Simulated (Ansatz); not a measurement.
Consider vertical spin-state energies of CH6AgNS, SMILES C[S][Ag-][NH3+] (Ansatz 0.2.0 through its Python package).

`spin.py`:
```python
'''Vertical spin-state energies of CH6AgNS.'''

import ansatz as az

GEOMETRY = '''
C    -0.07600    1.29040   -1.11990
S     1.51280    0.81850   -0.55550
Ag    1.62320   -0.74070    0.74520
N    -0.08710   -1.34700    1.10490
H    -0.61340    0.48020   -1.66960
H    -0.74210    1.65890   -0.26430
H     0.00710    2.19120   -1.82850
H    -0.15210   -2.14440    1.76780
H    -0.75040   -0.58670    1.56350
H    -0.63880   -1.67150    0.25940
'''

mol = az.Crystal.molecule()
for line in GEOMETRY.strip().splitlines():
    symbol, *xyz = line.split()
    mol = mol.atom(symbol, [float(v) for v in xyz])

base = (
    mol.calculation()
    .basis(gaussian='def2-SVP')  # atom-centred Gaussian functions
    .functional('b3lyp', dispersion='d4')
)
found = {}
for unpaired in [0, 2, 4]:
    summary = base.spin('collinear', total=unpaired).run().report
    s = unpaired / 2
    found[unpaired] = summary['free_energy_ev']
    print(f'2S+1 = {unpaired + 1}: E = {found[unpaired]:.5f} eV, <S^2> = {abs(summary["mean_field"]["state"]["spin_squared"]):.3f} (pure state {s * (s + 1):.2f})')
lowest = min(found, key=found.get)
for unpaired, e in found.items():
    print(f'multiplicity {unpaired + 1}: {(e - found[lowest]):.3f} eV above the lowest')
```

Which spin state is lowest at this geometry, and how far above lie the others?

In order: multiplicity 1 (+0.00 eV), multiplicity 3 (+1.61 eV) and multiplicity 5 (+6.15 eV), all at the one geometry.

What the script printed:

```console
$ python spin.py
2S+1 = 1: E = -17453.71055 eV, <S^2> = 0.000 (pure state 0.00)
2S+1 = 3: E = -17452.09817 eV, <S^2> = 2.003 (pure state 2.00)
2S+1 = 5: E = -17447.56306 eV, <S^2> = 6.005 (pure state 6.00)
multiplicity 1: 0.000 eV above the lowest
multiplicity 3: 1.612 eV above the lowest
multiplicity 5: 6.147 eV above the lowest
```

What to keep in mind:
- These settings explore the input space; basis and method may be short of convergence.
- The geometry is a force-field or estimated start, not a minimum of this method, and the basis set is short of its limit. All parts are taken at fixed geometry, without zero-point energy.
- def2 sets replace the cores of elements past krypton by effective core potentials.
- b3lyp holds the VWN-RPA fit, as in Gaussian; the form of ORCA and Turbomole is b3lyp5.
- Spin-orbit coupling, which mixes and shifts the spin states of heavy atoms, is left out.
- Timing: 40 s on 1 thread of Arm Neoverse V1 (shared host), peak memory 0.38 GiB.

(Lines on the test bed's own set-up are left out of the output.)
